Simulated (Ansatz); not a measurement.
# BBrH2O2: the cost of one run

The runs use Ansatz 0.2.0, Gaussian basis; PBE0-D4/def2-TZVP structures, single points in def2-TZVPP, no counterpoise correction.

Levels: SPW92, PBE-D4, BLYP-D4, r2SCAN-D4, B97M-V, PBE0-D4, B3LYP-D4, r2SCAN0-D4, BHLYP-D4, CAM-B3LYP-D4, wB97X-V, wB97M-V, B2PLYP, PBE-QIDH, RPA on PBE, Hartree-Fock, MP2, CCSD, CCSD(T).

Correlated methods freeze the cores. Filled d shells of the heavier atoms are correlated. B3LYP uses VWN-RPA correlation. B2PLYP carries no dispersion term here.

94 further runs of the same task are left out: 94 set aside as unsound or not needed.

## (1) Where the work starts

The complex: 8 atoms, charge 0, spin multiplicity 1.

Atoms are counted from 1 here; the program's logs count them from 0.

Bond lengths: B1–O3 1.346 Å, B1–O4 1.354 Å, B1–Br6 1.937 Å, H2–H5 0.747 Å, O3–H7 0.963 Å, O4–H8 0.960 Å. Angles: O3–B1–O4 121.5°, O3–B1–Br6 117.7°, O4–B1–Br6 120.8°, B1–O3–H7 112.2°, B1–O4–H8 113.7°.

Geometry (Å):

```
B    -0.3668   -0.6734   -0.2914
H     0.8063    2.1508    0.8990
O    -0.4638   -0.1759   -1.5387
O     0.8056   -1.1470    0.1931
H     0.0636    2.2123    0.8531
Br   -1.9698   -0.6959    0.7959
H     0.3777   -0.1991   -2.0053
H     0.7473   -1.4717    1.0943
```

Its parts: BBrH₂O₂ holds atoms 1, 3, 4, 6, 7, 8; H₂ holds atoms 2, 5. Each part counts its atoms afresh in its own runs.

## (2) Relaxing BBrH₂O₂ alone

relax-a/in.yaml reads:

```yaml
crystal:
  periodic: [false, false, false]
  atoms:
    - {symbol: B, position_ang: [-0.366841, -0.673420, -0.291376]}
    - {symbol: O, position_ang: [-0.463831, -0.175888, -1.538678]}
    - {symbol: O, position_ang: [0.805600, -1.146985, 0.193117]}
    - {symbol: Br, position_ang: [-1.969763, -0.695920, 0.795884]}
    - {symbol: H, position_ang: [0.377674, -0.199146, -2.005344]}
    - {symbol: H, position_ang: [0.747319, -1.471658, 1.094328]}
basis:
  gaussian: {orbitals: def2-TZVP}
hamiltonian: {xc: pbe0, dispersion: d4}
relax: {f_tol: 0.005, max_steps: 200}
```

Started as:

```console
> ansatz run in.yaml --threads 4 --pin off --events-out ev --progress --plain --max-ram 9574MiB
```

**Question.** How long does this run take on 4 threads of Arm Neoverse V1, shared host?

About 12 s.
